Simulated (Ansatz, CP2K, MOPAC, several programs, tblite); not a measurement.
Energy against volume for PbF2 (started from an entry of an open crystallographic database), at fixed shape and fractional coordinates, computed by several methods (PBE and r2SCAN, where shown, with plane waves in Ansatz); the cell shown is that of r2SCAN+rVV10. It is cubic, Fm-3m (No. 225); conventional cell a = 5.892 Å, 17.04 Å³ an atom. Pb has 8 F at 2.55 Å; F has 4 Pb at 2.55 Å. The values are computed, spin-unpolarised, and not measurements. Energies count from each curve's lowest point; fits are third-order Birch-Murnaghan.

```yaml
crystal:
  lattice:
    - [0.00000, 2.94581, 2.94581]
    - [2.94581, 0.00000, 2.94581]
    - [2.94581, 2.94581, 0.00000]
  atoms:
    - { symbol: Pb, position: [0.00000, 0.00000, 0.00000] }
    - { symbol: F, position: [0.25000, 0.25000, 0.25000] }
    - { symbol: F, position: [0.75000, 0.75000, 0.75000] }
```

PBE/DZVP (CP2K), on the shape of the cell shown:
```csv
V (Å³/atom),E (meV/atom)
14.997,147.92
16.020,57.46
17.042,12.10
18.065,0.00
19.087,11.98
```
V₀ = 18.02 Å³ an atom and B₀ = 67 GPa.

PBE/SZV (CP2K), on the shape of the cell shown:
```tsv
V (Å³/atom)	E (meV/atom)
14.997	167.55
16.020	65.39
17.042	14.00
18.065	0.00
19.087	13.04
```
V₀ = 18.03 Å³ an atom and B₀ = 75 GPa.

light PBE (260 eV, its own mesh), on the shape of the cell shown:
```csv
V (Å³/atom),E (meV/atom)
15.679,87.07
16.360,62.20
17.042,97.76
17.724,5.86
18.405,50.48
19.087,0.00
```
The points scatter about a smooth fit, as a low cutoff and a light mesh can make them, so no fit is quoted.

Question: GFN1-xTB (tblite), on the shape of the cell shown, as a cluster of 96 atoms at the zone centre, gives
```tsv
V (Å³/atom)	E (meV/atom)
14.997	10.18
16.020	0.00
17.042	29.22
18.065	85.06
19.087	157.76
```
What equilibrium volume and bulk modulus follow?

Answer: V₀ = 15.72 Å³ an atom and B₀ = 106 GPa.

PM7 (MOPAC), on the shape of the cell shown, as a cluster of 96 atoms at the zone centre:
```tsv
V (Å³/atom)	E (meV/atom)
14.997	0.00
16.020	154.84
17.042	312.40
18.065	465.31
19.087	602.09
```
The lowest point is an end point, so the minimum isn't bracketed.
